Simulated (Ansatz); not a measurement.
# SiN: the cost of one run

Computed with Ansatz 0.2.0 (DFT PBE, scalar-relativistic, plane waves, PAW, unless a step's input says otherwise).

## (1) The starting structure

It takes space group P-3m1 (No. 164, trigonal). Conventional cell: a = 3.126 Å, b = 3.126 Å, c = 17.000 Å, α = 90.00°, β = 90.00°, γ = 120.00°. Si (site symmetry 3m) is surrounded by 3 N at 1.91 Å. N (site symmetry 3m) is surrounded by 3 Si at 1.91 Å.

Structure file:

```cif
data_structure
_symmetry_space_group_name_H-M 'P-3m1'
_symmetry_Int_Tables_number 164
_cell_length_a 3.1257
_cell_length_b 3.1257
_cell_length_c 17.0000
_cell_angle_alpha 90.000
_cell_angle_beta 90.000
_cell_angle_gamma 120.000
_cell_volume 143.84
loop_
_atom_site_label
_atom_site_type_symbol
_atom_site_symmetry_multiplicity
_atom_site_Wyckoff_symbol
_atom_site_fract_x
_atom_site_fract_y
_atom_site_fract_z
_atom_site_occupancy
Si1 Si 2 d 0.33333 0.66667 0.45168 1
N1 N 2 d 0.66667 0.33333 0.41540 1
```

Recipe of the guess: species swapped into a sheet modelled on a layer of ZnN, with Si on the Zn sites. The dimensions are guesses.

Only a and b are periodic; c spans vacuum, so the box's volume, pressure and space group aren't properties of the sheet.

## (2) The guess as it stands, on a coarse mesh

Input file input.yaml:

```yaml
crystal:
  lattice:
    - [3.12573873, 0.0, 0.0]
    - [-1.56286983, 2.70696993, 0.0]
    - [0.0, 0.0, 17.0]
  atoms:
    - { symbol: Si, position: [0.33333333, 0.66666667, 0.45168241] }
    - { symbol: Si, position: [0.66666667, 0.33333333, 0.54831759] }
    - { symbol: "N", position: [0.66666667, 0.33333333, 0.41539632] }
    - { symbol: "N", position: [0.33333333, 0.66666667, 0.58460368] }
  periodic: [true, true, false]
basis:
  ecutwfc: 420
kpoints:
  mp_grid: { grid: [6, 6, 1] }
hamiltonian:
  xc: pbe
scf:
  occupations: { method: gaussian, width: 0.1 }
  lower_state_search: "off"
output:
  forces: true
  stress: true
  eigenvalues: true
```

Run with:

```sh
$ ansatz run input.yaml --threads 1 --pin off --max-ram 2048MiB --backend cpu --events-out ev --progress --plain --runs-dir out
```

Q: Estimate wall time and peak memory on 1 thread of Arm Neoverse V1, shared host.

About 2.3 s, with a peak of 0.39 GiB.
